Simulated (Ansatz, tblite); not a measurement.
**Hg6Te4 zinc blende hole sphere (Cl₄Hg₅NiTe₄): charged states by level of theory**

An exercise on one series of results from a longer session: the logs are not shown, and one member is left open.

Program: Ansatz 0.2.0, Gaussian basis. Level of theory: as each input shows. These are calculated values, not measurements.

Levels to be run: charge +1 doublet, at the geometry of the triplet (PBE0-D4/def2-TZVP, PBE-D4/def2-TZVP, r2SCAN-D4/def2-TZVP, revPBE-D4/def2-TZVP, ωB97M-V/def2-TZVP, HSE06-D4/def2-TZVP); charge -1 doublet, at the geometry of the triplet (PBE0-D4/def2-TZVP, PBE-D4/def2-TZVP, r2SCAN-D4/def2-TZVP, revPBE-D4/def2-TZVP, ωB97M-V/def2-TZVP, HSE06-D4/def2-TZVP); charge +1 quartet, at the geometry of the triplet (PBE0-D4/def2-TZVP, PBE-D4/def2-TZVP, r2SCAN-D4/def2-TZVP); charge -1 quartet, at the geometry of the triplet (PBE0-D4/def2-TZVP, PBE-D4/def2-TZVP, r2SCAN-D4/def2-TZVP); the starting triplet's energies come from earlier runs.

### The structure

The triplet was relaxed beforehand with r2SCAN-D4/def2-SVP.

14 atoms, charge 0, spin multiplicity 3.

Atoms are counted from 1 here; the program's logs count them from 0.

Bond lengths: Te1–Ni5 2.569 Å, Te1–Hg7 2.791 Å, Te1–Hg8 2.745 Å, Te2–Hg6 3.061 Å, Te2–Hg7 2.736 Å, Te2–Hg9 2.721 Å, Te3–Ni5 2.540 Å, Te3–Hg6 2.750 Å, Te3–Hg10 2.762 Å, Te4–Hg8 2.747 Å, Te4–Hg9 2.751 Å, Te4–Hg10 2.925 Å, Ni5–Cl11 2.192 Å, Hg6–Cl12 2.385 Å, Hg10–Cl14 2.403 Å. Angles: Ni5–Te1–Hg7 74.6°, Ni5–Te1–Hg8 94.6°, Hg7–Te1–Hg8 76.4°, Hg6–Te2–Hg7 85.8°, Hg6–Te2–Hg9 92.5°, Hg7–Te2–Hg9 77.0°, Ni5–Te3–Hg6 84.2°, Ni5–Te3–Hg10 114.9°, Hg6–Te3–Hg10 108.5°, Hg8–Te4–Hg9 74.8°, Hg8–Te4–Hg10 83.4°, Hg9–Te4–Hg10 89.6°, Te1–Ni5–Te3 130.8°, Te1–Ni5–Cl11 108.3°, Te3–Ni5–Cl11 106.4°, Te2–Hg6–Te3 120.4°, Te2–Hg6–Cl12 97.3°, Te3–Hg6–Cl12 142.2° and more.

Hg, Te take a core potential in the def2 sets. No spin-orbit coupling is included.

The first run:

The input, in.yaml:

```yaml
crystal:
  periodic: [false, false, false]
  atoms:
    - {symbol: Te, position_ang: [-1.914798, 2.359700, -1.532752]}
    - {symbol: Te, position_ang: [1.813147, -1.448876, -2.058930]}
    - {symbol: Te, position_ang: [-1.715800, -1.125194, 1.531060]}
    - {symbol: Te, position_ang: [2.167076, 2.079202, 1.966534]}
    - {symbol: Ni, position_ang: [-2.553768, 0.076854, -0.543383]}
    - {symbol: Hg, position_ang: [-0.339881, -2.684937, -0.268237]}
    - {symbol: Hg, position_ang: [0.023536, 0.580889, -2.463761]}
    - {symbol: Hg, position_ang: [0.196603, 2.756113, 0.175582]}
    - {symbol: Hg, position_ang: [2.512361, 0.373384, -0.163466]}
    - {symbol: Hg, position_ang: [0.112542, 0.294112, 3.038684]}
    - {symbol: Cl, position_ang: [-2.547718, -1.401220, -2.161410]}
    - {symbol: Cl, position_ang: [-0.064451, -4.945888, -0.976945]}
    - {symbol: Cl, position_ang: [2.031260, 2.613294, -1.972314]}
    - {symbol: Cl, position_ang: [0.279901, 0.472565, 5.429338]}
basis:
  gaussian: {orbitals: def2-TZVP, fitting: {mean_field: def2-universal-jkfit}}
total_charge: 1
magnetization: {spin_polarized: true, initial_magnetization: 1}
hamiltonian: {xc: pbe0, dispersion: d4}
scf: {omitted_lower_state_checks: [starts]}
output: {orbitals: {seedname: orbitals}}
```

Run with:

```sh
$ ansatz run in.yaml --threads 2 --pin off --events-out ev --progress --plain --max-ram 31744MiB --backend cuda --devices 0, --max-vram 18GiB
```

Steps of the session up to this table: Charge +1 doublet at the fixed geometry, PBE0-D4/def2-TZVP; Charge +1 doublet at the fixed geometry, PBE-D4/def2-TZVP; Charge +1 doublet at the fixed geometry, r2SCAN-D4/def2-TZVP; Charge +1 doublet at the fixed geometry, revPBE-D4/def2-TZVP; Charge +1 doublet at the fixed geometry, ωB97M-V/def2-TZVP; Charge +1 doublet at the fixed geometry, HSE06-D4/def2-TZVP; Charge -1 doublet at the fixed geometry, PBE0-D4/def2-TZVP; Charge -1 doublet at the fixed geometry, PBE-D4/def2-TZVP; Charge -1 doublet at the fixed geometry, r2SCAN-D4/def2-TZVP; Charge -1 doublet at the fixed geometry, revPBE-D4/def2-TZVP; Charge -1 doublet at the fixed geometry, ωB97M-V/def2-TZVP; Charge -1 doublet at the fixed geometry, HSE06-D4/def2-TZVP.

One of the session's tables, all rows but one given; the rest of the session is left out.

It belongs to the step «Vertical electron affinity». 

```
              level  −ε(LUMO) (eV)  by difference (eV)
   PBE-D4/def2-TZVP           5.56                3.61
revPBE-D4/def2-TZVP           5.46                3.54
r2SCAN-D4/def2-TZVP           5.50                3.59
  PBE0-D4/def2-TZVP              ?                   ?
 HSE06-D4/def2-TZVP           4.94                3.70
  ωB97M-V/def2-TZVP           2.58                3.83
```

Estimate the missing values for PBE0-D4/def2-TZVP.

As computed: −ε(LUMO) (eV): 4.57; by difference (eV): 3.71. In the column «−ε(LUMO) (eV)» it lies between ωB97M-V/def2-TZVP (2.58) and HSE06-D4/def2-TZVP (4.94).
